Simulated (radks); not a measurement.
# Nuclear size and the levels of Zr⁺

Aim: how the total energy, the levels and the density at the nucleus of Zr⁺ respond when the nuclear radius is scaled.

Method: Dirac Kohn-Sham, relativistic LDA (MacDonald-Vosko exchange, VWN5 correlation), spin-unpolarised, spherical densities, finite nucleus; open shells are shared between the two j in proportion to 2j + 1. Code: radks (a radial shooting solver on a logarithmic mesh, Libxc functionals) version 1.

**1. What is computed**

```
element            : zirconium (Z = 40)
charge             : +1
electrons          : 39
configuration      : [Kr] 4d2 5s1
nuclear rms radius : 4.2694 fm
```

The outer shells:

Zr⁺
```
[Kr] core
4d [↑ ][↑ ][  ][  ][  ]
5s [↑ ]
```

**2. rms radius 4.2694 fm**

The run's settings:

```text
Z 40
configuration [Kr] 4d2 5s1 5p0 6s0
relativity Dirac
functional lda_x_rel,vwn5
spin unpolarised
j_filling average
nucleus finite rms 4.2694 fm
c 137.035999084
```

**3. rms radius 3.5863 fm**

Settings, as their differences from step 2:

```diff
@@ -6,3 +6,3 @@
 j_filling average
-nucleus finite rms 4.2694 fm
+nucleus finite rms 3.5863 fm
 c 137.035999084
```

**4. rms radius 4.0815 fm**

Settings, as their differences from step 3:

```diff
@@ -6,3 +6,3 @@
 j_filling average
-nucleus finite rms 3.5863 fm
+nucleus finite rms 4.0815 fm
 c 137.035999084
```

**5. rms radius 4.5597 fm**

Settings, as their differences from step 4:

```diff
@@ -6,3 +6,3 @@
 j_filling average
-nucleus finite rms 4.0815 fm
+nucleus finite rms 4.5597 fm
 c 137.035999084
```

**6. rms radius 4.85 fm**

Settings, as their differences from step 5:

```diff
@@ -6,3 +6,3 @@
 j_filling average
-nucleus finite rms 4.5597 fm
+nucleus finite rms 4.85 fm
 c 137.035999084
```

Q: Predict the outcome of this session. Wanted: for each run, rms radius; total energy shift; density at nucleus; 1s1/2 shift; 2s1/2 shift; 3s1/2 shift; 3p1/2 shift; 4s1/2 shift.

**Answer**, as computed:

| rms radius (fm) | total energy shift (eV) | density at nucleus (e/bohr³) | 1s1/2 shift (meV) | 2s1/2 shift (meV) | 3s1/2 shift (meV) | 3p1/2 shift (meV) | 4s1/2 shift (meV) |
| --- | --- | --- | --- | --- | --- | --- | --- |
| 3.5863 | -0.319 | 7.524e+04 | -134 | -14.1 | -2.38 | 0.214 | -0.360 |
| 4.0815 | -0.0928 | 7.429e+04 | -39.1 | -4.11 | -0.693 | 0.0623 | -0.105 |
| 4.2694 | 0 | 7.396e+04 | 0 | 0 | 0 | 0 | 0 |
| 4.5597 | 0.151 | 7.349e+04 | 63.5 | 6.68 | 1.13 | -0.101 | 0.170 |
| 4.85 | 0.311 | 7.304e+04 | 131 | 13.8 | 2.32 | -0.208 | 0.351 |

In words: Shifts are against the first run. Over the range the 1s1/2 level moves by 0.265 eV and the 4s1/2 level by 0.711 meV. A larger nucleus binds the 1s electrons less and lowers the density at its centre. These are shifts of eigenvalues, not the field shifts of spectral lines.
